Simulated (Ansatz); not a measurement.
**C₃H₉AlSi: one species, many methods**

The task here is to estimate one member of a computed series from the others.

Computed with Ansatz 0.2.0, Gaussian basis. Level: functionals in def2-TZVPP, the program's frozen cores in correlated methods.

Plan: PBE-D4, r2SCAN-D4, PBE0-D4, B3LYP-D4, ωB97X-V, ωB97M-V, B2PLYP; CCSD(T)/def2-TZVPP; MP2/def2-QZVPP; extrapolation to the limit.

### The geometry

All runs share one geometry, relaxed beforehand with PBE0-D4 in a triple-zeta def2 set.

SMILES `[CH3][Al]1[CH2]C[SiH2]1`, 14 atoms, charge 0, spin multiplicity 1.

Atoms are counted from 1 here; the program's logs count them from 0.

Bond lengths: C1–Al2 1.952 Å, C1–H6 1.093 Å, C1–H7 1.096 Å, C1–H8 1.094 Å, Al2–C3 1.982 Å, Al2–Si5 2.430 Å, C3–C4 1.554 Å, C3–H9 1.099 Å, C3–H10 1.093 Å, C4–Si5 1.920 Å, C4–H11 1.096 Å, C4–H12 1.094 Å, Si5–H13 1.496 Å, Si5–H14 1.493 Å. Angles: Al2–C1–H6 112.4°, Al2–C1–H7 109.8°, Al2–C1–H8 111.9°, H6–C1–H7 107.4°, H6–C1–H8 108.4°, H7–C1–H8 106.8°, C1–Al2–C3 135.9°, C1–Al2–Si5 147.4°, C3–Al2–Si5 76.6°, Al2–C3–C4 97.1°, Al2–C3–H9 107.2°, Al2–C3–H10 122.4°, C4–C3–H9 109.6°, C4–C3–H10 113.9°, H9–C3–H10 106.1°, C3–C4–Si5 104.5°, C3–C4–H11 109.9°, C3–C4–H12 113.6° and more.

Set-up of the first run:

The input, in.yaml:

```yaml
crystal:
  periodic: [false, false, false]
  atoms:
    - {symbol: C, position_ang: [-1.878828, 2.006024, -0.199921]}
    - {symbol: Al, position_ang: [-0.493181, 0.631301, -0.169615]}
    - {symbol: C, position_ang: [0.751156, -0.106547, 1.185199]}
    - {symbol: C, position_ang: [0.996848, -1.476295, 0.493731]}
    - {symbol: Si, position_ang: [0.657117, -1.142762, -1.366797]}
    - {symbol: H, position_ang: [-2.247101, 2.248491, 0.800456]}
    - {symbol: H, position_ang: [-1.476172, 2.929201, -0.632788]}
    - {symbol: H, position_ang: [-2.730159, 1.712231, -0.820222]}
    - {symbol: H, position_ang: [1.669349, 0.496109, 1.146229]}
    - {symbol: H, position_ang: [0.484697, -0.186560, 2.242338]}
    - {symbol: H, position_ang: [0.249376, -2.203431, 0.830435]}
    - {symbol: H, position_ang: [1.978182, -1.908249, 0.712037]}
    - {symbol: H, position_ang: [1.913106, -0.723828, -2.062588]}
    - {symbol: H, position_ang: [0.112508, -2.304783, -2.129597]}
basis:
  gaussian: {orbitals: def2-TZVPP}
hamiltonian: {xc: pbe, dispersion: d4}
output: {forces: true, orbitals: {seedname: orbitals}}
```

The run is started by

```sh
ansatz run in.yaml --threads 4 --pin off --events-out ev --progress --plain --max-ram 10444MiB
```

Among the steps run: PBE-D4 (GGA); r2SCAN-D4 (meta-GGA); PBE0-D4 (hybrid); B3LYP-D4 (hybrid); ωB97X-V (range-separated); ωB97M-V (range-separated); B2PLYP (double hybrid); CCSD(T) in def2-TZVPP; MP2 in def2-QZVPP.

One table of the session follows, with a row left open; its other results are not shown here.

```
            method  atomisation energy (kJ/mol)
            PBE-D4                       5024.2
         r2SCAN-D4                       4988.9
           PBE0-D4                       4985.5
          B3LYP-D4                       4959.8
           ωB97X-V                       4989.5
           ωB97M-V                       4980.9
            B2PLYP                       4906.5
     HF/def2-TZVPP                       3745.2
    MP2/def2-TZVPP                       4886.1
   CCSD/def2-TZVPP                       4794.8
CCSD(T)/def2-TZVPP                       4855.2
           MP2/CBS                       4998.9
       CCSD(T)/CBS                            ?
```

Estimate the missing values for CCSD(T)/CBS.

The run gave: atomisation energy (kJ/mol): 4967.9. In the column «atomisation energy (kJ/mol)» it lies between B3LYP-D4 (4959.8) and ωB97M-V (4980.9).

To keep in mind: Free atoms (3 C, 1 Al, 1 Si, 9 H) were run apart at each level; the atomisation energy is their sum less the molecule, without zero-point or spin-orbit terms.
